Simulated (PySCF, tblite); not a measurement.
**C5H13PSSi: geometry, infrared bands and NMR shifts**

Aim: predict the infrared bands and NMR shifts of C5H13PSSi (`CSCP1CC[C@@H]1[SiH3]`).

The runs use tblite 0.8.0 and PySCF 2.14.0, with density-fitted response routines of our own; the level of theory stands in each step. All values are computed, except where a source is named. Atoms are numbered from 0 throughout.

### 1 Starting geometry

21 atoms, charge 0, multiplicity 1; geometry from: force field or distance geometry start.

Bonds of the start (Å): C0–S1 1.83, S1–C2 1.80, C2–P3 1.85, P3–C4 1.86, C4–C5 1.52, C5–C6 1.52, C6–Si7 1.86, C6–P3 1.86, C0–H8 1.11, C0–H9 1.09, C0–H10 1.11, C2–H11 1.10, C2–H12 1.10, C4–H13 1.10, C4–H14 1.09, C5–H15 1.11, C5–H16 1.11, C6–H17 1.10, Si7–H18 1.47, Si7–H19 1.48, Si7–H20 1.48.

### 2 Geometry optimisation with GFN2-xTB

The job: settings as JSON, then the geometry in Å.

```
{"job": {"kind": "relax", "xc": "GFN2-xTB", "basis": "xTB"}, "charge": 0, "multiplicity": 1}
C      3.772000     0.316700     0.214800
S      2.358400    -0.827900     0.401300
C      1.318700    -0.563800    -1.049100
P     -0.459600    -0.972000    -0.749800
C     -0.959800    -1.034800     1.043800
C     -0.833400     0.475600     1.102700
C     -1.422100     0.548600    -0.296700
Si    -3.264200     0.277700    -0.360600
H      3.902400     0.436000    -0.880400
H      4.695900    -0.089000     0.629300
H      3.493200     1.306400     0.620000
H      1.453600     0.492000    -1.335000
H      1.714100    -1.193500    -1.859000
H     -2.007100    -1.367700     1.155700
H     -0.213900    -1.562700     1.640100
H     -1.442100     0.972600     1.886000
H      0.227200     0.790300     1.066800
H     -1.102200     1.451700    -0.830100
H     -3.520400    -1.166500    -0.336400
H     -3.879400     0.884100     0.841500
H     -3.840100     0.843100    -1.595800
```

Launch:

```console
> OMP_NUM_THREADS=1 python probes_run.py task.json out
```

One launch serves the whole session: the jobs run in the order shown.

**Question.** This job is followed by: GFN2-xTB harmonic vibrations, gas phase; GIAO PBE0/pcSseg-1 NMR shielding, non-relativistic, gas phase. What will the session give for the following? strongest single infrared mode (GFN2-xTB); zero-point energy (GFN2-xTB); ¹³C shifts against TMS (PBE0/pcSseg-1); ¹H shifts against TMS (PBE0/pcSseg-1, means over atoms taken as alike); ³³S shifts against CS2 (PBE0/pcSseg-1); ³¹P shifts against H3PO4 (PBE0/pcSseg-1); ²⁹Si shifts against TMS (PBE0/pcSseg-1).

**Answer**, as computed:

```
                                                              quantity                                                     value
                             strongest single infrared mode (GFN2-xTB)                                      788 cm⁻¹, 399 km/mol
                                          zero-point energy (GFN2-xTB)                                            101.0 kcal/mol
                                ¹³C shifts against TMS (PBE0/pcSseg-1)                          41.6, 28.8, 24.6, 17.2, 15.0 ppm
¹H shifts against TMS (PBE0/pcSseg-1, means over atoms taken as alike)  4.00, 3.95, 3.61, 2.40, 2.37, 2.25, 2.21, 1.75, 1.21 ppm
                                ³³S shifts against CS2 (PBE0/pcSseg-1)                                                   -70 ppm
                              ³¹P shifts against H3PO4 (PBE0/pcSseg-1)                                                   0.8 ppm
                               ²⁹Si shifts against TMS (PBE0/pcSseg-1)                                                 -68.4 ppm
```

In words: Over 184 steps the energy fell by 1.030 eV; of the close pairs, C6–Si7 changed most, 1.863 to 1.901 Å. No mode is imaginary among the 57: a minimum at this level. The strongest single mode, at 788 cm⁻¹, moves mainly H19 and H18. Unscaled tight-binding wavenumbers are off by several per cent, some by more. Its intensities can rank the bands wrongly. At PBE0/pcSseg-1: The largest span, 364 ppm, is at S1, where the paramagnetic term is -483 ppm.
